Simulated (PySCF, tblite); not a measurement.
# C₆H₁₃ClO₂Si: geometry, infrared bands and NMR shifts

What infrared bands and NMR shifts should C₆H₁₃ClO₂Si (`CC(C)[C@@H]1COC[Si@H](Cl)O1`) show?

Programs: tblite 0.8.0 and PySCF 2.14.0, with density-fitted response routines of our own. Each step states its level of theory. These are calculated values for one molecule in the gas phase, unless marked as measured. Atoms count from 0, in the outputs and in this text.

## Step 1: Starting geometry

23 atoms, charge 0, multiplicity 1; geometry from: force field or distance geometry start.

Bonds of the start (Å): C0–C1 1.49, C1–C2 1.52, C1–C3 1.49, C3–C4 1.52, C4–O5 1.40, O5–C6 1.41, C6–Si7 1.87, Si7–Cl8 2.09, Si7–O9 1.72, O9–C3 1.39, C0–H10 1.11, C0–H11 1.11, C0–H12 1.12, C1–H13 1.12, C2–H14 1.10, C2–H15 1.11, C2–H16 1.12, C3–H17 1.12, C4–H18 1.13, C4–H19 1.08, C6–H20 1.10, C6–H21 1.12, Si7–H22 1.47.

## Step 2: Geometry optimisation with GFN2-xTB

The job: settings as JSON, then the geometry in Å.

```
{"job": {"kind": "relax", "xc": "GFN2-xTB", "basis": "xTB"}, "charge": 0, "multiplicity": 1}
C     -2.546500     0.798800     0.039800
C     -1.472500    -0.219800     0.210400
C     -1.779200    -1.523000    -0.518500
C     -0.119000     0.244100    -0.216100
C      0.850300    -0.902600     0.043900
O      1.976000    -0.814900    -0.778600
C      2.898400    -0.027000    -0.069200
Si     2.040100     1.601600     0.265800
Cl     2.700100     2.340500     2.102900
O      0.330200     1.408600     0.386700
H     -2.367500     1.678700     0.685300
H     -2.706200     1.096600    -1.022300
H     -3.504700     0.342600     0.409900
H     -1.449800    -0.484600     1.296600
H     -1.143100    -1.585100    -1.413400
H     -1.619300    -2.339400     0.212400
H     -2.863300    -1.434200    -0.789600
H     -0.098500     0.425400    -1.320000
H      1.201900    -0.768000     1.107700
H      0.355300    -1.863100    -0.043800
H      3.805200     0.093200    -0.676000
H      3.062300    -0.568600     0.892300
H      2.444900     2.527000    -0.796100
```

Command:

```
> OMP_NUM_THREADS=1 python probes_run.py task.json out
```

This one command runs all jobs of the session in turn.

**Question.** This job is followed by: GFN2-xTB harmonic vibrations, gas phase; GIAO PBE0/pcSseg-1 NMR shielding, non-relativistic, gas phase. Predict these results of the whole session: strongest single infrared mode (GFN2-xTB); zero-point energy (GFN2-xTB); 13C shifts against TMS (PBE0/pcSseg-1); 1H shifts against TMS (PBE0/pcSseg-1, means over atoms taken as alike); 17O shifts against H2O (PBE0/pcSseg-1); 29Si shifts against TMS (PBE0/pcSseg-1); 35Cl shifts against HCl (PBE0/pcSseg-1).

**Answer**, as computed:

```
                                                              quantity                                                     value
                             strongest single infrared mode (GFN2-xTB)                                     1121 cm⁻¹, 258 km/mol
                                          zero-point energy (GFN2-xTB)                                            115.9 kcal/mol
                                13C shifts against TMS (PBE0/pcSseg-1)                    84.7, 76.4, 66.6, 36.7, 21.6, 19.5 ppm
1H shifts against TMS (PBE0/pcSseg-1, means over atoms taken as alike)  5.44, 4.05, 3.79, 3.60, 3.45, 3.19, 1.43, 1.13, 0.79 ppm
                                17O shifts against H2O (PBE0/pcSseg-1)                                            68.1, 17.0 ppm
                               29Si shifts against TMS (PBE0/pcSseg-1)                                                 -18.7 ppm
                               35Cl shifts against HCl (PBE0/pcSseg-1)                                                    30 ppm
```

**Reading.** The optimisation took 93 steps and gained 1.183 eV; among the close pairs (by a distance rule), Si7–O9 changed most, from 1.725 to 1.617 Å. All 63 modes are real, so the xTB geometry is a minimum. The strongest single mode, at 1121 cm⁻¹, is carried by C3, O9, C4. GFN2-xTB is a fitted tight-binding method: band positions and strengths are rough. Its intensities can rank the bands wrongly. C3 (sp3 CH bonded to O) lies farthest downfield among carbon, at 84.7 ppm; deshielded by the electronegative neighbour. At PBE0/pcSseg-1: The widest tensor belongs to Cl8: span 210 ppm, with a paramagnetic part of -228 ppm.
